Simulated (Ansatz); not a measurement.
# SiSeF₃ radical: how energies converge with the basis set

An exercise on one series of results from a longer session: the logs are not shown, and one member is left open.

Computed with Ansatz 0.2.0, Gaussian basis. Level: one geometry, several basis sets.

The runs, in order: PBE0-D4/def2-SVP; ωB97M-V/def2-SVP; PBE0-D4/def2-QZVPP; ωB97M-V/def2-QZVPP; the functionals' def2-TZVPP values are taken from earlier runs.

**The relaxed structure**

All runs share one geometry, relaxed beforehand with PBE0-D4 in a triple-zeta def2 set.

SMILES `F[Si](F)(F)[Se]`, 5 atoms, charge 0, spin multiplicity 2.

Atoms are counted from 1 here; the program's logs count them from 0.

Bond lengths: F1–Si2 1.573 Å, Si2–F3 1.574 Å, Si2–F4 1.573 Å, Si2–Se5 2.236 Å. Angles: F1–Si2–F3 108.5°, F1–Si2–F4 106.3°, F1–Si2–Se5 112.7°, F3–Si2–F4 108.5°, F3–Si2–Se5 108.1°, F4–Si2–Se5 112.6°.

Set-up of the first run:

in.yaml reads:

```yaml
crystal:
  periodic: [false, false, false]
  atoms:
    - {symbol: F, position_ang: [0.019059, 0.030179, 1.613101]}
    - {symbol: Si, position_ang: [0.076245, -0.080349, 0.044837]}
    - {symbol: F, position_ang: [-0.439515, -1.506936, -0.373521]}
    - {symbol: F, position_ang: [1.594463, 0.038526, -0.349888]}
    - {symbol: Se, position_ang: [-1.200353, 1.444980, -0.975829]}
basis:
  gaussian: {orbitals: def2-SVP}
magnetization: {spin_polarized: true, initial_magnetization: 1}
hamiltonian: {xc: pbe0, dispersion: d4}
output: {orbitals: {seedname: orbitals}}
```

Steps of the session up to this table: PBE0-D4 in def2-SVP; ωB97M-V in def2-SVP; PBE0-D4 in def2-QZVPP; ωB97M-V in def2-QZVPP.

One of the session's tables, all rows but one given; the rest of the session is left out.

It belongs to the step «Density functionals: the series». 

```
functional       basis  HOMO (eV)  LUMO (eV)
   PBE0-D4    def2-SVP          ?          ?
   PBE0-D4  def2-TZVPP      -7.88      -5.34
   PBE0-D4  def2-QZVPP      -7.91      -5.34
   ωB97M-V    def2-SVP      -9.92      -3.13
   ωB97M-V  def2-TZVPP     -10.04      -3.23
   ωB97M-V  def2-QZVPP     -10.07      -3.24
```

Estimate the missing values for PBE0-D4, def2-SVP.

**Answer.** HOMO (eV): -7.77; LUMO (eV): -5.32. In the column «HOMO (eV)» it is the highest.
